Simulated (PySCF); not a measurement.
# C3HF6N (transoidal Hexafluoroacetone imine): the cost of one run

Computed with PySCF 2.14.0, with density-fitted response routines of our own, on a single molecule, in the gas phase or a continuum. Atoms count from 0, in the outputs and in this text.

### Step 1. The molecule as given

11 atoms, charge 0, multiplicity 1; geometry from: GFN2-xTB. The atoms were then displaced at random by about 0.01 Å, so the start is not that level's minimum.

Bonds of the start (Å): N0–C1 1.22, C1–C2 1.51, C2–F3 1.36, C2–F4 1.34, C2–F5 1.33, C1–C6 1.53, C6–F7 1.33, C6–F8 1.35, C6–F9 1.34, N0–H10 1.05.

### Step 2. Optimising the geometry at PBE0-D3(BJ)/def2-TZVP

The job: settings as JSON, then the geometry in Å.

```
{"job": {"xc": "PBE0", "basis": "def2-TZVP", "d3": "d3bj", "grid": 2, "shake": 0.01, "kind": "geom"}, "charge": 0, "multiplicity": 1}
N     -0.023050     1.427380    -0.903830
C      0.015840     0.392860    -0.258370
C      1.364190    -0.261210    -0.046070
F      2.387940     0.415470    -0.643600
F      1.679790    -0.330360     1.252960
F      1.396560    -1.503110    -0.513510
C     -1.158330    -0.348270     0.381270
F     -1.312220    -1.562370    -0.132910
F     -2.298940     0.340320     0.166210
F     -1.042940    -0.467300     1.712190
H     -0.970730     1.870770    -1.030000
```

On the command line:

```
OMP_NUM_THREADS=1 python probes_run.py task.json out
```

The driver reads the jobs from task.json and runs them one after another.

Q: Estimate the wall time and peak memory of this first job on 1 thread of Arm Neoverse V2, shared host.

About 9.4 min, with a peak of 1.7 GiB.
